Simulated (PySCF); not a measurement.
# The bond of TlGe, level by level

The task here is to estimate one member of a computed series from the others.

The runs use PySCF 2.14.0; Tl def2-SVP with ECP60, Ge def2-SVP, scalar-relativistic core potentials.

The first run:

The job is set up so:

- atoms: Tl, Ge
- charge: 0
- basis: Tl def2-SVP with ECP60, Ge def2-SVP
- Hamiltonian: scalar-relativistic core potentials
- basis functions: 58
- electrons treated: 53
- masses in u: 204.9744, 73.9212
- levels: PBE0, PBE, r²SCAN, MN15, TPSS, r²SCAN0, ωB97X, HF, MP2, SCS-MP2, CCSD, CCSD(T)
- grid: 80 radial by 434 angular points
- occupations: held fixed by the projection of orbital angular momentum
- dissociation limit: Tl + Ge, each in its ground configuration
- starting distance in angstrom: 2.590
- values of 2S to try: 1, 3

Command:

```sh
$ OMP_NUM_THREADS=1 python dia.py task.json out
```

Steps of the session up to this table: Input; The PBE0 curve of the state that the search chose; Other states along the same grid; PBE (GGA); r²SCAN; MN15; TPSS (meta-GGA); r²SCAN0 (hybrid meta-GGA); ωB97X (range-separated hybrid); UHF (mean field); Correlated methods on the Hartree–Fock reference.

One table of the session follows, with a row left open; its other results are not shown here.

It belongs to the step «Constants by level of theory». 

| level | Re (Å) | ωe (cm⁻¹) | De (eV) |
| --- | --- | --- | --- |
| UHF | 2.818 | 143.8 | 1.30 |
| UHF-MP2 | 2.727 | 162.6 | 1.93 |
| UHF-SCS-MP2 | ? | ? | ? |
| UHF-CCSD | 2.759 | 156.0 | 1.79 |
| UHF-CCSD(T) | 2.754 | 156.8 | 1.87 |
| PBE | 2.760 | 148.9 | 2.28 |
| TPSS | 2.747 | 150.7 | 2.24 |
| r²SCAN | 2.723 | 156.3 | 2.27 |
| PBE0 | 2.731 | 156.6 | 2.14 |
| r²SCAN0 | 2.709 | 160.6 | 2.15 |
| MN15 | 2.715 | 160.3 | 2.20 |
| ωB97X | 2.710 | 165.8 | 1.97 |

Estimate the missing values for UHF-SCS-MP2.

**Answer.** Re (Å): 2.743; ωe (cm⁻¹): 158.5; De (eV): 1.71. In the column «Re (Å)» it lies between PBE0 (2.731) and TPSS (2.747).
